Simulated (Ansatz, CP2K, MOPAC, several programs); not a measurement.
Many methods on one cell: In3SbAs2 (ordering on zincblende)

In3SbAs2, ordered on the zincblende lattice (Imm2) with 6 atoms a cell, relaxed with r2SCAN in Ansatz, was computed with several methods. The symmetry is Imm2 (No. 44, orthorhombic); a = 4.427 Å, b = 13.281 Å, c = 6.252 Å in the conventional setting, 30.64 Å³ an atom. As is surrounded by 4 In at 2.65–2.67 Å; In is surrounded by 3 As at 2.65–2.67 Å and 1 Sb at 2.83 Å; Sb is surrounded by 4 In at 2.80–2.83 Å; In is surrounded by 2 As at 2.65 Å and 2 Sb at 2.80 Å. Simulation only: spin-unpolarised, and no claim that this is the phase found in nature.

```
As In Sb
1.0
    -2.21374    6.64060    3.12598
     2.21374   -6.64060    3.12598
     2.21374    6.64060   -3.12598
As In Sb
2 3 1
Cartesian
  0.0000 4.4058 0.0045
  0.0000 8.8754 0.0045
  2.2137 4.3197 1.4959
  0.0000 2.3209 4.6219
  2.2137 0.0000 1.7010
  0.0000 0.0000 -0.0128
```

Gaps and times are for a single point on this cell; volume and bulk modulus come from each method's own relaxation or energy curve at fixed shape, which is too stiff where a cell has free coordinates or axes. Times are rough, from shared hosts (Arm Neoverse V2), and each method has its own mesh and cell size. A double dagger marks a value from a curve with shape and coordinates held. PM6 (MOPAC), PM7 (MOPAC) treat a cluster of cells at its zone centre, which samples few k points: where these miss a band edge, the gap comes out too large for that reason alone. Gaps from k meshes are read at a limited set of points (mesh, symmetry points, PBE's band edges), so each method's own least gap may be somewhat smaller. xTB and the PM methods were fitted mostly to molecules, and can miss a solid's gap by electronvolts. Minimal bases can be far off for gaps. d marks a direct gap, i an indirect one (no mark: not told apart), a dash a value that wasn't computed or didn't pass its checks.

| method | kind | gap (eV) | own volume (Å³/atom) | bulk modulus (GPa) | atoms computed | processor time |
| --- | --- | --- | --- | --- | --- | --- |
| PM7 (MOPAC) | semi-empirical | 5.60 | 28.19‡ | 94‡ | 48 | 4.8 s |
| PM6 (MOPAC) | semi-empirical | 4.79 | – | – | 48 | 6.1 s |
| light PBE (260 eV, its own mesh) | light plane-wave | 0.01 | – | – | 6 | 10 s |
| PBE/SZV (CP2K) | small basis | 0 | 32.93‡ | 46‡ | 6 | 28 s |
| PBE/DZVP (CP2K) | small basis | 0 | 32.13‡ | 44‡ | 6 | 72 s |
| PBE | semilocal | 0 | 31.79 | 44‡ | 6 | 79 s |
| r2SCAN | semilocal | 0 | 30.64 | 52‡ | 6 | 3 min |

Volumes against r2SCAN's: PBE +3.8 %.

Runs without a result: GFN1-xTB (tblite) (single point), GFN2-xTB (tblite) (single point).

With PBE and r2SCAN the bands overlap or touch, or nearly. Semilocal functionals can close a real gap, so this doesn't show a metal; small gaps of other methods may in turn close between the points read or with spin-orbit coupling, and the solid may be a semimetal.

No spin-orbit coupling is included; it can move band edges with weight on the heavy atoms by tenths of an eV.
